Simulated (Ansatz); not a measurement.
# CH8Ge2O2: a ladder of functionals and wavefunction methods

An exercise on one series of results from a longer session: the logs are not shown, and one member is left open.

Program: Ansatz 0.2.0, Gaussian basis. Level of theory: functionals in def2-TZVPP, the program's frozen cores in correlated methods. These are calculated values, not measurements.

Plan: PBE-D4, r2SCAN-D4, PBE0-D4, B3LYP-D4, ωB97X-V, ωB97M-V, B2PLYP; CCSD(T)/def2-TZVPP; MP2/def2-QZVPP; extrapolation to the limit.

## The relaxed structure

An earlier PBE0-D4 in a triple-zeta def2 set relaxation fixed the geometry.

13 atoms, charge 0, spin multiplicity 1.

Atoms are counted from 1 here; the program's logs count them from 0.

Bond lengths: C1–Ge2 1.930 Å, C1–H6 1.090 Å, C1–H7 1.090 Å, C1–H8 1.091 Å, Ge2–O3 1.786 Å, Ge2–O4 1.786 Å, Ge2–Ge5 2.438 Å, O3–H9 0.959 Å, O4–H10 0.959 Å, Ge5–H11 1.541 Å, Ge5–H12 1.537 Å, Ge5–H13 1.537 Å. Angles: Ge2–C1–H6 110.3°, Ge2–C1–H7 110.3°, Ge2–C1–H8 108.3°, H6–C1–H7 109.5°, H6–C1–H8 109.2°, H7–C1–H8 109.2°, C1–Ge2–O3 105.0°, C1–Ge2–O4 105.0°, C1–Ge2–Ge5 118.6°, O3–Ge2–O4 109.8°, O3–Ge2–Ge5 109.0°, O4–Ge2–Ge5 109.1°, Ge2–O3–H9 113.8°, Ge2–O4–H10 113.8°, Ge2–Ge5–H11 109.2°, Ge2–Ge5–H12 111.1°, Ge2–Ge5–H13 111.0°, H11–Ge5–H12 108.2° and more.

Set-up of the first run:

in.yaml

```yaml
crystal:
  periodic: [false, false, false]
  atoms:
    - {symbol: C, position_ang: [-1.555684, -0.904893, -0.914301]}
    - {symbol: Ge, position_ang: [0.128688, -0.082530, -0.456366]}
    - {symbol: O, position_ang: [1.362883, -1.322271, -0.816209]}
    - {symbol: O, position_ang: [0.298293, 1.287095, -1.589952]}
    - {symbol: Ge, position_ang: [0.451907, 0.724231, 1.821775]}
    - {symbol: H, position_ang: [-1.720292, -1.794287, -0.306115]}
    - {symbol: H, position_ang: [-2.374704, -0.202385, -0.760267]}
    - {symbol: H, position_ang: [-1.522915, -1.191355, -1.966436]}
    - {symbol: H, position_ang: [2.250438, -1.072679, -0.551764]}
    - {symbol: H, position_ang: [1.064561, 1.838276, -1.419154]}
    - {symbol: H, position_ang: [1.863437, 1.328705, 1.950319]}
    - {symbol: H, position_ang: [-0.572280, 1.815371, 2.172009]}
    - {symbol: H, position_ang: [0.325678, -0.423277, 2.836442]}
basis:
  gaussian: {orbitals: def2-TZVPP}
hamiltonian: {xc: pbe, dispersion: d4}
output: {forces: true, orbitals: {seedname: orbitals}}
```

Launch:

```
> ansatz run in.yaml --threads 2 --pin off --events-out ev --progress --plain --max-ram 32768MiB --backend cuda --devices 0, --max-vram 18GiB
```

Steps of the session up to this table: PBE-D4 (GGA); r2SCAN-D4 (meta-GGA); PBE0-D4 (hybrid); B3LYP-D4 (hybrid); ωB97X-V (range-separated); ωB97M-V (range-separated); B2PLYP (double hybrid); CCSD(T) in def2-TZVPP; MP2 in def2-QZVPP.

One table of the session follows, with a row left open; its other results are not shown here.

It belongs to the step «Atomisation energies». 

| method | atomisation energy (kcal/mol) |
| --- | --- |
| PBE-D4 | 1047.5 |
| r2SCAN-D4 | 1042.8 |
| PBE0-D4 | ? |
| B3LYP-D4 | 1033.3 |
| ωB97X-V | 1044.5 |
| ωB97M-V | 1036.5 |
| B2PLYP | 1026.6 |
| HF/def2-TZVPP | 738.4 |
| MP2/def2-TZVPP | 1034.4 |
| CCSD/def2-TZVPP | 1009.1 |
| CCSD(T)/def2-TZVPP | 1024.3 |
| MP2/CBS | 1057.7 |
| CCSD(T)/CBS | 1047.6 |

Estimate the missing values for PBE0-D4.

The run gave: atomisation energy (kcal/mol): 1029.9. In the column «atomisation energy (kcal/mol)» it lies between B2PLYP (1026.6) and B3LYP-D4 (1033.3).

Caveats from the session: Free atoms (1 C, 2 Ge, 2 O, 8 H) were run apart at each level; the atomisation energy is their sum less the molecule, without zero-point or spin-orbit terms.
